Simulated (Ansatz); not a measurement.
This geometry of a periodic cell of 39 atoms, Al5O8 (host Al2O3, host structure R-3c, one Al atom removed), cell charge +1 is a first-order saddle point.

Level of theory: DFT LDA, scalar-relativistic, plane waves, PAW in Ansatz 0.2.0. Settings: PAW set soft_1, cutoff 420 eV, k mesh 2x2x2, fermi-dirac smearing 0.05 eV, no spin polarisation.

```xyz
39
Lattice="-4.7351 -2.7338 4.3003 4.7351 -2.7338 4.3003 0.0000 5.4676 4.3003" Properties=species:S:1:pos:R:3
Al 0.009 0.032 4.545
Al 0.009 -0.029 1.913
Al -0.018 0.053 8.366
Al -0.018 -0.050 10.994
O -0.935 1.416 7.565
O -0.835 -1.286 7.529
O 1.640 0.107 7.530
O 1.023 -1.232 5.400
O 0.712 1.503 5.379
O -1.624 -0.079 5.379
Al 0.000 -2.732 7.529
Al 0.000 2.735 4.059
Al 0.000 2.735 6.700
O 3.800 1.321 7.494
O -0.675 1.266 3.194
O -3.125 0.152 7.494
O -3.712 -1.499 5.359
O 0.789 -1.097 9.659
O 2.925 -0.134 5.359
Al -2.397 1.361 8.846
Al -2.345 1.391 6.213
Al 2.332 -1.408 4.065
Al 2.422 -1.355 6.693
O 1.457 0.001 3.229
O 1.611 2.585 7.565
O -0.835 -4.179 7.529
O -1.485 0.001 9.680
O -1.810 -2.597 5.400
O 0.712 3.968 5.379
Al 2.390 1.346 8.846
Al 2.338 1.376 6.213
Al -2.313 -1.375 4.065
Al -2.403 -1.323 6.693
O 1.671 -2.732 7.529
O -3.095 2.630 7.530
O -0.675 -1.263 3.265
O -1.423 2.735 5.379
O 3.111 -2.652 5.379
O 0.789 1.100 9.700
```

Problem. Which two structures does it join? (They come from a converged band through this point; their orientation in space is the band's.)

Solution. Contacts lost: Al11–O17, Al11–O18, Al11–O19. Contacts made: O8–Al11, Al11–O28, Al11–O39. The atom that moves furthest is Al11, by 2.24 Å; four of its nearest neighbours are O26 1.85, O34 1.85, O6 1.85, O19 1.93 Å at the first end and O6 1.85, O34 1.85, O26 1.85, O8 1.92 Å at the last.

Initial state:

```xyz
39
Lattice="-4.7351 -2.7338 4.3003 4.7351 -2.7338 4.3003 0.0000 5.4676 4.3003" Properties=species:S:1:pos:R:3
Al -0.008 0.029 4.553
Al 0.013 0.011 1.919
Al 0.019 0.046 8.352
Al -0.022 0.075 10.996
O -0.927 1.397 7.554
O -0.774 -1.390 7.641
O 1.653 0.101 7.504
O 1.023 -1.211 5.365
O 0.732 1.501 5.377
O -1.619 -0.100 5.416
Al 0.001 -2.731 8.651
Al 0.001 2.737 4.042
Al 0.001 2.737 6.691
O 3.814 1.372 7.524
O -0.724 1.254 3.224
O -3.088 0.117 7.524
O -3.833 -1.355 5.376
O 0.726 -1.271 9.677
O 3.110 -0.098 5.377
Al -2.385 1.350 8.853
Al -2.380 1.377 6.220
Al 2.322 -1.369 4.052
Al 2.317 -1.419 6.695
O 1.457 0.018 3.203
O 1.625 2.603 7.554
O -0.773 -4.072 7.641
O -1.467 0.019 9.717
O -1.826 -2.605 5.365
O 0.705 3.987 5.377
Al 2.395 1.364 8.853
Al 2.369 1.355 6.220
Al -2.339 -1.401 4.051
Al -2.293 -1.380 6.695
O 1.549 -2.730 7.641
O -3.108 2.624 7.503
O -0.695 -1.258 3.254
O -1.435 2.722 5.377
O 3.089 -2.643 5.416
O 0.806 1.092 9.666
```

Final state:

```xyz
39
Lattice="-4.7351 -2.7338 4.3003 4.7351 -2.7338 4.3003 0.0000 5.4676 4.3003" Properties=species:S:1:pos:R:3
Al 0.013 -0.009 4.540
Al -0.009 -0.026 1.906
Al -0.022 -0.071 8.364
Al 0.019 -0.042 11.007
O -0.923 1.365 7.534
O -0.772 -1.392 7.416
O 1.627 0.113 7.556
O 0.901 -1.377 5.381
O 0.703 1.482 5.383
O -1.647 -0.088 5.341
Al 0.000 -2.734 6.406
Al 0.000 2.734 4.068
Al 0.000 2.734 6.719
O 3.809 1.340 7.505
O -0.697 1.262 3.205
O -3.112 0.132 7.505
O -3.713 -1.521 5.393
O 0.806 -1.088 9.693
O 2.907 -0.125 5.393
Al -2.366 1.382 8.840
Al -2.340 1.372 6.206
Al 2.440 -1.351 4.064
Al 2.395 -1.329 6.707
O 1.456 -0.014 3.256
O 1.647 2.619 7.534
O -0.776 -4.073 7.416
O -1.468 -0.016 9.642
O -1.626 -2.632 5.381
O 0.732 3.969 5.383
Al 2.354 1.360 8.840
Al 2.350 1.388 6.206
Al -2.418 -1.312 4.064
Al -2.414 -1.362 6.707
O 1.548 -2.736 7.416
O -3.083 2.635 7.556
O -0.724 -1.250 3.234
O -1.436 2.751 5.383
O 3.115 -2.630 5.341
O 0.725 1.275 9.682
```

Problem. How far does it lie above each of them?

Solution. 1.60 eV above the first and 1.60 eV above the second. This is the barrier of this one path; another mechanism may lie lower. Limits of this set-up: coarse k mesh, PAW files made for another functional, no spin, though dangling bonds at a vacancy may carry it, a small cell, in which the defect meets its images, charged cell in a uniform background, uncorrected.

Time of the run: 12 min on 2 threads of Arm Neoverse V1, on a shared host, peak memory 1.8 GiB.
